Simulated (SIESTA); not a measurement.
Wanted: the native input for a SIESTA 5.4.2 run.

- Task: single point
- Functional: PBEsol
- Potentials or basis: PseudoDojo 0.4 standard (PBEsol files)
- Basis: DZP (energy shift 0.003 Ry; two zetas on semicore shells)
- Grid cutoff: 800 Ry
- Energy shift: 0.003 Ry
- k mesh: 6 × 6 × 2
- Occupations: fermi-dirac, width 0.05 eV
- Spin: no spin polarisation

Crystal: Mg4Te3Se.

```
Te Se Mg
1.0
     4.48738    0.00000    0.00000
     0.00000    4.48738    0.00000
     0.00000    0.00000   12.63803
Te Se Mg
3 1 4
Direct
  0.50000 0.50000 0.73838
  0.00000 0.00000 0.00000
  0.50000 0.50000 0.26162
  0.00000 0.00000 0.50000
  0.00000 0.50000 0.86932
  0.50000 0.00000 0.13068
  0.00000 0.50000 0.39213
  0.50000 0.00000 0.60787
```

The cell comes from a database or a generator and needn't be the stable form of this composition.

The input as run:

Mg4Te3Se.fdf

```
SystemName                      Mg4Te3Se
SystemLabel                     Mg4Te3Se
NumberOfSpecies                 3
NumberOfAtoms                   8
%block ChemicalSpeciesLabel
  1  52 Te
  2  34 Se
  3  12 Mg
%endblock ChemicalSpeciesLabel

LatticeConstant                 1.0 Ang
%block LatticeVectors
     4.4873791700     0.0000000000     0.0000000000
     0.0000000000     4.4873791700     0.0000000000
     0.0000000000     0.0000000000    12.6380314500
%endblock LatticeVectors
AtomicCoordinatesFormat         Fractional
%block AtomicCoordinatesAndAtomicSpecies
     0.5000000000     0.5000000000     0.7383757600  1  Te
     0.0000000000     0.0000000000     0.0000000000  1  Te
     0.5000000000     0.5000000000     0.2616242400  1  Te
     0.0000000000     0.0000000000     0.5000000000  2  Se
     0.0000000000     0.5000000000     0.8693169400  3  Mg
     0.5000000000     0.0000000000     0.1306830600  3  Mg
     0.0000000000     0.5000000000     0.3921270300  3  Mg
     0.5000000000     0.0000000000     0.6078729700  3  Mg
%endblock AtomicCoordinatesAndAtomicSpecies

%block kgrid.MonkhorstPack
    6   0   0  0.0
    0   6   0  0.0
    0   0   2  0.0
%endblock kgrid.MonkhorstPack
XC.Functional                   GGA
XC.Authors                      PBEsol
PAO.BasisSize                   DZP
PAO.EnergyShift                 0.003 Ry
Mesh.Cutoff                     800 Ry
OccupationFunction              FD
ElectronicTemperature           0.05 eV
MaxSCFIterations                120
SCF.MustConverge                false
SCF.Mixer.Method                Pulay
SCF.Mixer.Weight                0.25
SCF.Mixer.History               8
SCF.DM.Tolerance                5.0e-05
SCF.H.Tolerance                 1.0e-03 eV
WriteForces                     true
Charge.Mulliken                 end
Charge.Hirshfeld                end
Charge.Voronoi                  end
SaveRho                         true
SaveElectrostaticPotential      true
%block PAO.Basis
  Te 4
  n=5 0 2
    5.613 0.000
  n=5 1 2
    7.253 0.000
  n=4 2 2
    3.260 0.000
  n=5 2 1
    7.253
  Se 4
  n=4 0 2
    5.129 0.000
  n=4 1 2
    6.708 0.000
  n=3 2 2
    2.662 0.000
  n=4 2 1
    6.708
  Mg 4
  n=2 0 2
    2.604 0.000
  n=3 0 2
    8.229 0.000
  n=2 1 2
    2.943 0.000
  n=3 1 1
    8.229
%endblock PAO.Basis
```

Potentials or basis: PseudoDojo 0.4 standard (PBEsol files), DZP (energy shift 0.003 Ry; two zetas on semicore shells).

Launch:

```bash
$ siesta Mg4Te3Se.fdf > Mg4Te3Se.out 2>&1
```

Results of the run:

```
Pressure               : 0.1 GPa
Largest force          : 0.074 eV/Å
Band gap on the k mesh : 2.06 eV, direct
Hirshfeld charges      : Te -0.24; Se -0.28; Mg +0.25, +0.26 e
Voronoi charges        : Te -0.31; Se -0.38; Mg +0.32, +0.34 e
```

Caveat: Mulliken charges of long-ranged orbitals can have an unphysical sign; spin-orbit coupling is left out, which moves the levels of the heavy elements; the basis of atomic orbitals isn't converged, which shifts pressures, moduli and gaps.

Wall time 94 s on 1 thread of Arm Neoverse V2 (shared host), peak memory 0.69 GiB.
